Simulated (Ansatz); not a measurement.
# H₄HfO₃S: up Jacob's ladder to CCSD(T)

One table from this session's results is given with a row withheld; the runs are named, their logs left out.

The runs use Ansatz 0.2.0, Gaussian basis; functionals in def2-TZVPP, the program's frozen cores in correlated methods.

Plan: PBE-D4, r2SCAN-D4, PBE0-D4, B3LYP-D4, ωB97X-V, ωB97M-V, B2PLYP; CCSD(T)/def2-TZVPP; MP2/def2-QZVPP; extrapolation to the limit.

**Structure used throughout**

The geometry comes from an earlier relaxation with PBE0-D4 in a triple-zeta def2 set; it is a stationary point, not always the lowest conformer. Hf takes the def2 core potential; no spin-orbit term is included.

SMILES `[OH][Hf]([OH])([OH])[SH]`, 9 atoms, charge 0, spin multiplicity 1.

Atoms are counted from 1 here; the program's logs count them from 0.

Bond lengths: O1–Hf2 1.920 Å, O1–H6 0.951 Å, Hf2–O3 1.916 Å, Hf2–O4 1.922 Å, Hf2–S5 2.478 Å, O3–H7 0.952 Å, O4–H8 0.951 Å, S5–H9 1.346 Å. Angles: Hf2–O1–H6 160.1°, O1–Hf2–O3 113.0°, O1–Hf2–O4 108.7°, O1–Hf2–S5 109.2°, O3–Hf2–O4 111.4°, O3–Hf2–S5 104.7°, O4–Hf2–S5 109.8°, Hf2–O3–H7 160.6°, Hf2–O4–H8 158.3°, Hf2–S5–H9 92.4°.

Coordinates:

```mol
H4HfO3S
  3D, bonds by distance, orders not assigned

  9  8  0  0  0  0  0  0  0  0999 V2000
   -1.2607    1.3661    0.2025 O   0  0
    0.1062    0.0472   -0.0802 Hf  0  0
    1.5728    0.7009   -1.1264 O   0  0
   -0.6924   -1.5049   -0.8839 O   0  0
    1.1135   -0.5626    2.0998 S   0  0
   -2.1092    1.7953    0.1743 H   0  0
    2.1047    1.2783   -1.6642 H   0  0
   -0.7448   -2.3183   -1.3747 H   0  0
   -0.0901   -0.8020    2.6527 H   0  0
  1  2  8  0
  2  3  8  0
  2  4  8  0
  2  5  8  0
  1  6  8  0
  3  7  8  0
  4  8  8  0
  5  9  8  0
M  END
```

The first run:

Contents of in.yaml:

```yaml
crystal:
  periodic: [false, false, false]
  atoms:
    - {symbol: O, position_ang: [-1.260728, 1.366143, 0.202506]}
    - {symbol: Hf, position_ang: [0.106207, 0.047217, -0.080194]}
    - {symbol: O, position_ang: [1.572767, 0.700901, -1.126354]}
    - {symbol: O, position_ang: [-0.692369, -1.504948, -0.883896]}
    - {symbol: S, position_ang: [1.113511, -0.562581, 2.099788]}
    - {symbol: H, position_ang: [-2.109220, 1.795269, 0.174262]}
    - {symbol: H, position_ang: [2.104691, 1.278288, -1.664177]}
    - {symbol: H, position_ang: [-0.744790, -2.318296, -1.374675]}
    - {symbol: H, position_ang: [-0.090059, -0.802004, 2.652741]}
basis:
  gaussian: {orbitals: def2-TZVPP}
hamiltonian: {xc: pbe, dispersion: d4}
output: {forces: true, orbitals: {seedname: orbitals}}
```

Steps of the session up to this table: PBE-D4 (GGA); r2SCAN-D4 (meta-GGA); PBE0-D4 (hybrid); B3LYP-D4 (hybrid); ωB97X-V (range-separated); ωB97M-V (range-separated); B2PLYP (double hybrid).

One table of the session follows, with a row left open; its other results are not shown here.

It belongs to the step «Frontier levels by functional». 

| functional | HOMO (eV) | gap (eV) |
| --- | --- | --- |
| PBE-D4 | -5.74 | 4.85 |
| r2SCAN-D4 | ? | ? |
| PBE0-D4 | -6.98 | 6.83 |
| B3LYP-D4 | -6.72 | 6.24 |
| ωB97X-V | -9.31 | 10.78 |
| ωB97M-V | -9.15 | 10.16 |

Q: Estimate the row for r2SCAN-D4 from the others.

**Answer.** HOMO (eV): -6.04; gap (eV): 5.41. In the column «HOMO (eV)» it lies between B3LYP-D4 (-6.72) and PBE-D4 (-5.74).
